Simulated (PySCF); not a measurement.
# BCl2O (SMILES [O]B(Cl)Cl) at 3 levels

Aim: a comparison of 3 runs (UCCSDT/MINAO, TD-PBE0/pcseg-1) of BCl2O. Input form: a Python script.

The results are computed with PySCF 2.14.0.

3 further runs of the same task are left out: 2 that didn't finish, 1 set aside as unsound or not needed.

## Step 1: Starting point

The species is BCl2O (4 atoms), meant as a doublet with charge 0. As SMILES, `[O]B(Cl)Cl`. Geometry: relaxed at PBE0-D4/def2-TZVP.

Bond lengths: O1–B2 1.328 Å, B2–Cl3 1.744 Å, B2–Cl4 1.744 Å. Angles: O1–B2–Cl3 117.7°, O1–B2–Cl4 117.7°, Cl3–B2–Cl4 124.6°.

## Step 2: The energy at UCCSDT/MINAO (run 1)

File job.py:

```python
from pyscf import gto, cc

mol = gto.M(
    atom='''
O      0.301033    -2.216838    -1.474175
B      0.040629    -0.143052    -0.086360
Cl    -2.861423     0.354891     1.394240
Cl     2.624641     1.891427     0.127934
''',
    spin=1,
    unit='bohr',
    symmetry=True,
    max_memory=1860,
    charge=0,
    verbose=3,
    basis='minao',
)

mf = mol.UHF()
mf.max_cycle = 100
mf.kernel()
if not mf.converged:
    mf = mf.newton().run(mf.mo_coeff, mf.mo_occ)

mycc = cc.CCSDT(mf, frozen=12)
mycc.kernel()
e_tot = mycc.e_tot
print(f'total energy: {e_tot:.8f} hartree')
mf.analyze()
```

Run with:

```
$ OMP_NUM_THREADS=1 python job.py
```

Output:

```text
converged SCF energy = -1018.42455295768  <S^2> = 0.76061118  2S+1 = 2.0105832
_make_eris_incore_UCCSDT

WARN: A large `blksize_v_aaa` is being used, which may cause large memory consumption
      for storing contraction intermediates. If memory is sufficient, consider using
      `pyscf.cc.uccsdt_highm.UCCSDT` instead.

WARN: A large `blksize_v_aab` is being used, which may cause large memory consumption
      for storing contraction intermediates. If memory is sufficient, consider using
      `pyscf.cc.uccsdt_highm.UCCSDT` instead.

UCCSDT converged
E(UCCSDT) = -1018.513451474266   E_corr = -0.08889851658476791
E_corr(same-spin) = -0.0192574235372023
E_corr(oppo-spin) = -0.0696410930475656
total energy: -1018.51345147 hartree
**** MO energy ****
                             alpha | beta                alpha | beta
MO #1   energy= -104.91954109922   | -104.918913242135  occ= 1 | 1
MO #2   energy= -104.919539897745  | -104.918911973745  occ= 1 | 1
MO #3   energy= -20.7062938806327  | -20.6666446766446  occ= 1 | 1
MO #4   energy= -10.6473450586627  | -10.6467464991746  occ= 1 | 1
MO #5   energy= -10.6473309873089  | -10.6467352058745  occ= 1 | 1
MO #6   energy= -8.11636364677333  | -8.11330535948165  occ= 1 | 1
MO #7   energy= -8.11636141578593  | -8.11330358298745  occ= 1 | 1
MO #8   energy= -8.10925356120611  | -8.10933805267328  occ= 1 | 1
MO #9   energy= -8.10925197847485  | -8.10933666035167  occ= 1 | 1
MO #10  energy= -8.1091532857786   | -8.10850622012275  occ= 1 | 1
MO #11  energy= -8.10915253597652  | -8.10850536043896  occ= 1 | 1
MO #12  energy= -8.00296749867881  | -8.00611540948167  occ= 1 | 1
MO #13  energy= -1.51485752003412  | -1.37341461935274  occ= 1 | 1
MO #14  energy= -1.2139194043696   | -1.20073253785834  occ= 1 | 1
MO #15  energy= -1.17902248374852  | -1.17264878238515  occ= 1 | 1
MO #16  energy= -0.773288532546887 | -0.739103878194424 occ= 1 | 1
MO #17  energy= -0.769538413529606 | -0.659892344705921 occ= 1 | 1
MO #18  energy= -0.684969704562973 | -0.647079068197084 occ= 1 | 1
MO #19  energy= -0.676512787732871 | -0.625260902503561 occ= 1 | 1
MO #20  energy= -0.584506374226365 | -0.528339163374565 occ= 1 | 1
MO #21  energy= -0.54841962206472  | -0.527260573571449 occ= 1 | 1
MO #22  energy= -0.541207116302733 | -0.520319171587562 occ= 1 | 1
MO #23  energy= -0.519784319262796 | -0.511338959253976 occ= 1 | 1
MO #24  energy= -0.510876281032047 | 0.0149721788558686 occ= 1 | 0
MO #25  energy= 0.0659693225953617 | 0.0706583536114516 occ= 0 | 0
MO #26  energy= 0.199503190131867  | 0.203559738664242  occ= 0 | 0
MO #27  energy= 0.342946309467807  | 0.415481430011708  occ= 0 | 0
MO #28  energy= 0.452977105003914  | 0.482379673355941  occ= 0 | 0

To work with the spin densities directly, `use mulliken_meta_spin()` only printing them here.

 ** Mulliken spin pop alpha/beta on meta-lowdin orthogonal AOs **
 ** Mulliken Spin Density (per atom)  **
spin density of  0 O =      1.02185
spin density of  1 B =     -0.12494
spin density of  2 Cl =      0.05155
spin density of  3 Cl =      0.05154
 ** Mulliken pop alpha/beta on meta-lowdin orthogonal AOs **
 ** Mulliken atomic charges   ( Nelec_alpha | Nelec_beta ) **
charge of  0O =     -0.12753  (     4.57469      3.55284 )
charge of  1B =      0.14178  (     2.36664      2.49158 )
charge of  2Cl =     -0.00713  (     8.52934      8.47779 )
charge of  3Cl =     -0.00713  (     8.52934      8.47779 )
Dipole moment(X, Y, Z, Debye): -0.00805,  0.06444,  0.04305
```

It took 9.3 s on 1 thread of AMD EPYC 7R43 (Zen 3), shared host; peak memory 0.13 GiB.

## Step 3: The excited states at TD-PBE0/pcseg-1 (density fitting, SS(V)PE chloroform) (run 2)

File job.py:

```python
from pyscf import gto, dft, tdscf, solvent

system = gto.M(
    atom=[
    ('O', (0.159300, -1.173100, -0.780100)),
    ('B', (0.021500, -0.075700, -0.045700)),
    ('Cl', (-1.514200, 0.187800, 0.737800)),
    ('Cl', (1.388900, 1.000900, 0.067700)),
],
    max_memory=1860,
    verbose=4,
    spin=1,
    basis='pcseg-1',
)

calc0 = dft.UKS(system, xc='pbe0')
calc0 = calc0.density_fit()
calc0 = calc0.PCM()
calc0.with_solvent.method = 'SS(V)PE'
calc0.with_solvent.eps = 4.7113
calc0.kernel()
if not calc0.converged:
    calc0 = calc0.newton().run(calc0.mo_coeff, calc0.mo_occ)

etot = calc0.e_tot
print('E = %.10f Eh' % etot)

td = tdscf.TDDFT(calc0)
td.nstates = 8
td.kernel()
td.analyze()
roots = td.e * 27.211386
osc = td.oscillator_strength()
print('state   eV      nm      f')
for i, (w, f) in enumerate(zip(roots, osc), 1):
    print('%3d %9.4f %8.1f %9.5f' % (i, w, 1239.842 / w, f))
```

Run with:

```
$ OMP_NUM_THREADS=1 python job.py
```

Output:

```text
PySCF version 2.14.0

[INPUT] num. atoms = 4
[INPUT] num. electrons = 47
[INPUT] charge = 0
[INPUT] spin (= nelec alpha-beta = 2S) = 1
[INPUT] symmetry False subgroup None
[INPUT] Mole.unit = angstrom
[INPUT] Symbol           X                Y                Z      unit          X                Y                Z       unit  Magmom
[INPUT]  1 O      0.159300000000  -1.173100000000  -0.780100000000 AA    0.301033371643  -2.216837716727  -1.474175349773 Bohr   0.0
[INPUT]  2 B      0.021500000000  -0.075700000000  -0.045700000000 AA    0.040629111678  -0.143052267630  -0.086360483893 Bohr   0.0
[INPUT]  3 Cl    -1.514200000000   0.187800000000   0.737800000000 AA   -2.861423297816   0.354890566193   1.394239934704 Bohr   0.0
[INPUT]  4 Cl     1.388900000000   1.000900000000   0.067700000000 AA    2.624640614408   1.891426878077   0.127934458633 Bohr   0.0

nuclear repulsion = 171.614520427486
number of shells = 12
number of NR pGTOs = 138
number of NR cGTOs = 64
basis = pcseg-1
ecp = {}

[... 54 lines left out ...]
WARN: Even tempered Gaussians are generated as DF auxbasis for  O B Cl
[... 8 lines left out ...]
Solvent Energy = -0.0216293407066242
[... 11 lines left out ...]
Solvent Energy = -0.000953531592676577
[... 11 lines left out ...]
Solvent Energy = -0.00114047248451823
[... 11 lines left out ...]
Solvent Energy = -0.00115376594720981
[... 11 lines left out ...]
Solvent Energy = -0.00114897479117483
[... 11 lines left out ...]
Solvent Energy = -0.00114954330517147
[... 11 lines left out ...]
Solvent Energy = -0.00114954011499639
[... 16 lines left out ...]
WARN: PCM is an experimental feature. It is still in testing.
[... 30 lines left out ...]
** Transition electric dipole moments (AU) **
state          X           Y           Z        Dip. S.      Osc.
  1        -0.0000     -0.0000     -0.0000      0.0000      0.0000
  2        -0.4506     -0.1264      0.1039      0.2298      0.0145
  3         0.0484     -0.3840     -0.2571      0.2159      0.0143
[... 4 lines of this table left out ...]
  8         0.2919      0.0819     -0.0673      0.0964      0.0171

** Transition velocity dipole moments (imaginary part, AU) **
state          X           Y           Z        Dip. S.      Osc.
  1        -0.0000     -0.0000     -0.0000      0.0000      0.0000
  2        -0.0392     -0.0110      0.0090      0.0017      0.0122
  3         0.0037     -0.0295     -0.0198      0.0013      0.0086
[... 4 lines of this table left out ...]
  8         0.0828      0.0232     -0.0191      0.0078      0.0195

** Transition magnetic dipole moments (imaginary part, AU) **
state          X           Y           Z
  1         0.0696     -0.5544     -0.3710
  2        -0.1367      0.2092     -0.3382
  3        -0.0001     -0.0001      0.0002
[... 4 lines of this table left out ...]
  8        -0.2711      0.4150     -0.6709
state   eV      nm      f
  1    1.1092   1117.8   0.00000
  2    2.5798    480.6   0.01453
  3    2.6967    459.8   0.01426
[... 4 lines of this table left out ...]
  8    7.2360    171.3   0.01709
```

Run time: 3.8 min. Hardware: 1 thread of AMD EPYC 7R43 (Zen 3), shared host; peak memory 0.54 GiB.

The roots found:

| excited state | energy (eV) | strength |
| --- | --- | --- |
| 1 | 1.109 | 0.0000 |
| 2 | 2.580 | 0.0145 |
| 3 | 2.697 | 0.0143 |
| 4 | 2.887 | 0.0002 |
| 5 | 4.324 | 0.0000 |
| 6 | 4.332 | 0.0169 |
| 7 | 5.800 | 0.0563 |
| 8 | 7.236 | 0.0171 |

## Step 4: The excited states at TD-PBE0/pcseg-1 (density fitting, Cartesian functions, SS(V)PE chloroform) (run 3)

File job.py:

```python
from pyscf import gto, dft, tdscf, solvent

system = gto.M(
    atom=[
    ('O', (0.159300, -1.173100, -0.780100)),
    ('B', (0.021500, -0.075700, -0.045700)),
    ('Cl', (-1.514200, 0.187800, 0.737800)),
    ('Cl', (1.388900, 1.000900, 0.067700)),
],
    verbose=4,
    basis='pcseg-1',
    spin=1,
    cart=True,
    max_memory=1860,
)

mf = dft.UKS(system, xc='pbe0')
mf = mf.density_fit()
mf = mf.PCM()
mf.with_solvent.method = 'SS(V)PE'
mf.with_solvent.eps = 4.7113  # chloroform
mf.kernel()
if not mf.converged:
    mf = mf.newton().run(mf.mo_coeff, mf.mo_occ)

e_tot = mf.e_tot
print(f'total energy: {e_tot:.8f} hartree')

td = tdscf.TDDFT(mf)
td.nstates = 8
td.kernel()
td.analyze()
roots = td.e * 27.211386
osc = td.oscillator_strength()
print('state   eV      nm      f')
for i, (w, f) in enumerate(zip(roots, osc), 1):
    print('%3d %9.4f %8.1f %9.5f' % (i, w, 1239.842 / w, f))
```

Run with:

```
$ OMP_NUM_THREADS=1 python job.py
```

Output:

```text
PySCF version 2.14.0

[INPUT] num. atoms = 4
[INPUT] num. electrons = 47
[INPUT] charge = 0
[INPUT] spin (= nelec alpha-beta = 2S) = 1
[INPUT] symmetry False subgroup None
[INPUT] Mole.unit = angstrom
[INPUT] Cartesian GTO integrals (6d 10f)
[INPUT] Symbol           X                Y                Z      unit          X                Y                Z       unit  Magmom
[INPUT]  1 O      0.159300000000  -1.173100000000  -0.780100000000 AA    0.301033371643  -2.216837716727  -1.474175349773 Bohr   0.0
[INPUT]  2 B      0.021500000000  -0.075700000000  -0.045700000000 AA    0.040629111678  -0.143052267630  -0.086360483893 Bohr   0.0
[INPUT]  3 Cl    -1.514200000000   0.187800000000   0.737800000000 AA   -2.861423297816   0.354890566193   1.394239934704 Bohr   0.0
[INPUT]  4 Cl     1.388900000000   1.000900000000   0.067700000000 AA    2.624640614408   1.891426878077   0.127934458633 Bohr   0.0

nuclear repulsion = 171.614520427486
number of shells = 12
number of NR pGTOs = 142
number of NR cGTOs = 68
basis = pcseg-1
ecp = {}

[... 28 lines left out ...]
WARN: PCM is an experimental feature. It is still in testing.
[... 28 lines left out ...]
Solvent Energy = -8.80988943341441e-05
[... 11 lines left out ...]
Solvent Energy = -0.0294582907815975
[... 11 lines left out ...]
Solvent Energy = -0.000956209102567763
[... 11 lines left out ...]
Solvent Energy = -0.00116441222090793
[... 11 lines left out ...]
Solvent Energy = -0.00114640499880248
[... 11 lines left out ...]
Solvent Energy = -0.00114518564461477
[... 11 lines left out ...]
Solvent Energy = -0.00114512933159787
[... 7 lines left out ...]
converged SCF energy = -1020.06398592239  <S^2> = 0.75481621  2S+1 = 2.0048104
[... 14 lines left out ...]
WARN: PCM is an experimental feature. It is still in testing.
[... 31 lines left out ...]
** Transition electric dipole moments (AU) **
state          X           Y           Z        Dip. S.      Osc.
  1        -0.0000     -0.0000     -0.0000      0.0000      0.0000
  2        -0.4483     -0.1257      0.1034      0.2275      0.0144
  3         0.0482     -0.3827     -0.2562      0.2144      0.0142
[... 4 lines of this table left out ...]
  8         0.0133     -0.1232     -0.0816      0.0220      0.0039

** Transition velocity dipole moments (imaginary part, AU) **
state          X           Y           Z        Dip. S.      Osc.
  1        -0.0000     -0.0000     -0.0000      0.0000      0.0000
  2        -0.0390     -0.0109      0.0090      0.0017      0.0121
  3         0.0037     -0.0296     -0.0198      0.0013      0.0086
[... 4 lines of this table left out ...]
  8         0.0031     -0.0295     -0.0195      0.0013      0.0032

** Transition magnetic dipole moments (imaginary part, AU) **
state          X           Y           Z
  1         0.0696     -0.5547     -0.3712
  2        -0.1370      0.2097     -0.3390
  3        -0.0001     -0.0001      0.0002
[... 4 lines of this table left out ...]
  8         0.0020     -0.0030      0.0049
state   eV      nm      f
  1    1.1086   1118.4   0.00000
  2    2.5807    480.4   0.01438
  3    2.6995    459.3   0.01418
[... 4 lines of this table left out ...]
  8    7.2369    171.3   0.00390
```

Run time: 4.5 min. Hardware: 1 thread of AMD EPYC 7R43 (Zen 3), shared host; peak memory 0.56 GiB.

The roots found:

| excited state | energy (eV) | strength |
| --- | --- | --- |
| 1 | 1.109 | 0.0000 |
| 2 | 2.581 | 0.0144 |
| 3 | 2.699 | 0.0142 |
| 4 | 2.890 | 0.0002 |
| 5 | 4.326 | 0.0000 |
| 6 | 4.331 | 0.0169 |
| 7 | 5.799 | 0.0561 |
| 8 | 7.237 | 0.0039 |

## Step 5: All runs side by side

| run | level | task | integral approximation | energy (Eh) | dipole moment (D) of the reference | HOMO energy (eV) | LUMO energy (eV) | wall time |
| --- | --- | --- | --- | --- | --- | --- | --- | --- |
| 1 | UCCSDT/MINAO | energy | none | -1018.513451 | 0.08 | -13.90 | 0.41 | 9.3 s |
| 2 | TD-PBE0/pcseg-1 (density fitting, SS(V)PE chloroform) | excited | auto | -1020.060140 | 0.63 | -9.72 | -5.66 | 3.8 min |
| 3 | TD-PBE0/pcseg-1 (density fitting, Cartesian functions, SS(V)PE chloroform) | excited | auto | -1020.063986 | 0.62 | -9.71 | -5.65 | 4.5 min |

## Step 6: Summary of results

```
                                                           quantity           value
                           run 3: ground-state or mean-field energy  -1020.06399 Eh
                      run 3: dipole moment (PBE0 Kohn–Sham density)          0.62 D
run 3: HOMO energy (PBE0 Kohn–Sham orbitals) (highest over α and β)        -9.71 eV
 run 3: LUMO energy (PBE0 Kohn–Sham orbitals) (lowest over α and β)        -5.65 eV
                                  run 3: solvent term in the energy     -3.0 kJ/mol
                           run 3: ⟨S²⟩ of the reference determinant           0.755
                                    run 3: lowest excitation energy         1.11 eV
```

In run 1 the basis is minimal, so the values are rough. All runs together took 8.4 min, the longest 4.5 min.
